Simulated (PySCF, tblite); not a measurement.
# C₇H₁₃BO: geometry, infrared bands and NMR shifts

What infrared bands and NMR shifts should C₇H₁₃BO (`B[C@@H](C)CO/C=C\C=C`) show?

The runs use tblite 0.8.0 and PySCF 2.14.0, with density-fitted response routines of our own; the level of theory stands in each step. All values are computed, except where a source is named. Atoms are numbered from 0 throughout.

### 1 The starting structure

22 atoms, charge 0, multiplicity 1; geometry from: force field or distance geometry start.

Bonds of the start (Å): B0–C1 1.58, C1–C2 1.49, C1–C3 1.53, C3–O4 1.39, O4–C5 1.38, C5–C6 1.33, C6–C7 1.46, C7–C8 1.33, B0–H9 1.17, B0–H10 1.19, C1–H11 1.13, C2–H12 1.11, C2–H13 1.12, C2–H14 1.09, C3–H15 1.14, C3–H16 1.11, C5–H17 1.10, C6–H18 1.09, C7–H19 1.06, C8–H20 1.05, C8–H21 1.09.

### 2 Optimising the geometry with GFN2-xTB

The job: settings as JSON, then the geometry in Å.

```
{"job": {"kind": "relax", "xc": "GFN2-xTB", "basis": "xTB"}, "charge": 0, "multiplicity": 1}
B     -3.029000     0.485900     1.015100
C     -2.087200    -0.353800     0.062800
C     -1.964300     0.335400    -1.254900
C     -0.715800    -0.525100     0.719300
O      0.172200    -1.273400    -0.048200
C      1.467200    -1.554600     0.341200
C      2.493400    -0.731900     0.142900
C      2.282600     0.550600    -0.521500
C      3.371200     1.301700    -0.678500
H     -2.667100     1.521900     1.412700
H     -3.943400    -0.089000     1.512900
H     -2.493800    -1.406200    -0.046100
H     -2.598700    -0.158000    -2.014400
H     -2.350100     1.375100    -1.125800
H     -0.914200     0.385700    -1.553400
H     -0.811400    -0.912600     1.792400
H     -0.315700     0.503700     0.840800
H      1.675000    -2.503100     0.848200
H      3.484700    -1.021100     0.494000
H      1.340300     0.892200    -0.877900
H      4.276300     0.920100    -0.299800
H      3.317500     2.275900    -1.163400
```

The run is started by

```sh
$ OMP_NUM_THREADS=1 python probes_run.py task.json out
```

One launch serves the whole session: the jobs run in the order shown.

**Question.** This job is followed by: GFN2-xTB harmonic vibrations, gas phase; GIAO PBE0/pcSseg-1 NMR shielding, non-relativistic, gas phase. What will the session give for the following? strongest single infrared mode (GFN2-xTB); zero-point energy (GFN2-xTB); ¹³C shifts against TMS (PBE0/pcSseg-1); ¹H shifts against TMS (PBE0/pcSseg-1, means over atoms taken as alike); ¹¹B shifts against BF3·OEt2 (PBE0/pcSseg-1); ¹⁷O shifts against H2O (PBE0/pcSseg-1).

The runs gave:

```
                                                              quantity                                                           value
                             strongest single infrared mode (GFN2-xTB)                                           1103 cm⁻¹, 299 km/mol
                                          zero-point energy (GFN2-xTB)                                                  113.2 kcal/mol
                                ¹³C shifts against TMS (PBE0/pcSseg-1)                153.3, 138.3, 117.8, 114.9, 80.4, 45.5, 16.4 ppm
¹H shifts against TMS (PBE0/pcSseg-1, means over atoms taken as alike)  7.89, 7.16, 6.23, 5.34, 5.22, 5.17, 4.68, 3.69, 1.57, 1.52 ppm
                           ¹¹B shifts against BF3·OEt2 (PBE0/pcSseg-1)                                                        90.8 ppm
                                ¹⁷O shifts against H2O (PBE0/pcSseg-1)                                                       130.4 ppm
```

What this shows: The optimisation took 262 steps and gained 0.906 eV; among the close pairs (by a distance rule), C3–H15 changed most, from 1.145 to 1.099 Å. No mode is imaginary among the 60: a minimum at this level. The strongest single mode, at 1103 cm⁻¹, is carried by O4, C3, H18. GFN2-xTB is a fitted tight-binding method: band positions and strengths are rough. Its intensities can rank the bands wrongly. At PBE0/pcSseg-1: The largest span, 245 ppm, is at C7, where the paramagnetic term is -206 ppm.
